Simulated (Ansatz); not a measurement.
## CH4BFO2, SMILES BC(O)(O)F: a single point from an input written key by key, step by step

Computed with Ansatz's Python interface.

`input.yaml`
```yaml
crystal:
  periodic: [false, false, false]
  atoms:
    - { symbol: B, position_ang: [0.0135, 0.8299, -0.8005] }
    - { symbol: C, position_ang: [0.416, -0.1266, 0.3545] }
    - { symbol: O, position_ang: [0.4482, -1.4462, -0.1282] }
    - { symbol: O, position_ang: [-0.3663, -0.0179, 1.4603] }
    - { symbol: F, position_ang: [1.689, 0.2455, 0.7394] }
    - { symbol: H, position_ang: [-0.9998, 1.5614, -0.6873] }
    - { symbol: H, position_ang: [0.6225, 0.9451, -1.805] }
    - { symbol: H, position_ang: [-0.3993, -1.7092, -0.3761] }
    - { symbol: H, position_ang: [-1.3353, -0.3286, 1.2259] }
basis:
  gaussian: { orbitals: def2-SVP }
hamiltonian:
  xc: b3lyp
output:
  forces: true
```

Notebook, run cell by cell (the value of a cell's last expression is shown):

**Cell 1**
```python
import ansatz as az
import numpy as np

session = az.Session.from_deck('input.yaml')
summary = session.plan(threads=1).execute().report
```

**Cell 2**
```python
print('reference energy %16.6f eV' % summary['reference_energy_ev'])
print('total energy     %16.6f eV' % summary['free_energy_ev'])
print('occupied orbitals outside the frozen core (up, down):', summary['n_occupied'], ' frozen:', summary['n_frozen'], ' virtual:', summary['n_virtual'])
symbols = ['B', 'C', 'O', 'O', 'F', 'H', 'H', 'H', 'H']
state = summary['mean_field']['state']
print(f'mean field: {state["energy"]["hartree"]:.7f} Ha, <S^2> = {abs(state["spin_squared"]):.4f}, stability: {state.get("stability", {}).get("kind")}')
```
Output:
```text
reference energy     -8581.285003 eV
total energy         -8581.285003 eV
occupied orbitals outside the frozen core (up, down): [20, 20]  frozen: 0  virtual: [70, 70]
mean field: -315.3564073 Ha, <S^2> = 0.0000, stability: minimum
```

**Cell 3**
```python
print('forces (eV/A)')
for symbol, f in zip(symbols, summary['forces_ev_ang']):
    print(f'  {symbol:2s} {f[0]:9.4f} {f[1]:9.4f} {f[2]:9.4f}')
charges = summary['charge_distribution']
dipole = np.array(charges['dipole_moment_e_ang']) * 4.803205
print('dipole (D): {:.3f} {:.3f} {:.3f}, length {:.3f}'.format(*dipole, np.linalg.norm(dipole)))
print('atom  Mulliken   Lowdin')
for symbol, m, l in zip(symbols, charges['mulliken_charges_e'], charges['lowdin_charges_e']):
    print(f'{symbol:4s} {m:9.3f} {l:8.3f}')
```
Output:
```text
forces (eV/A)
  B    -1.2626    1.7449   -0.5174
  C     0.2590   -0.1063   -0.6433
  O     3.0883    0.5957    0.7655
  O    -3.1222   -0.9630    0.8365
  F    -0.4788   -0.6435   -0.0056
  H     0.6189   -0.7472   -0.0751
  H     0.4795   -0.1524   -0.3713
  H    -2.4520   -0.7933   -0.6831
  H     2.8700    1.0653    0.6937
dipole (D): -3.486 -0.714 -1.279, length 3.781
atom  Mulliken   Lowdin
B       -0.021   -0.084
C        0.413   -0.242
O       -0.230    0.173
O       -0.256    0.112
F       -0.216    0.086
H       -0.022   -0.021
H       -0.008   -0.025
H        0.139   -0.059
H        0.201    0.061
```

What to keep in mind:
- These settings explore the input space; basis and method may be short of convergence.
- The geometry is a force-field or estimated start, not a minimum of this method, and the basis set is short of its limit.
- The Löwdin charges here are taken after orthogonalising the functions within each atom; they differ from plain Löwdin charges, and their signs can be unphysical.
- Hardware and time: 3.4 s on 1 thread of Arm Neoverse V1, on a shared host, peak memory 0.22 GiB.

(Lines on the test bed's own set-up are left out of the output.)
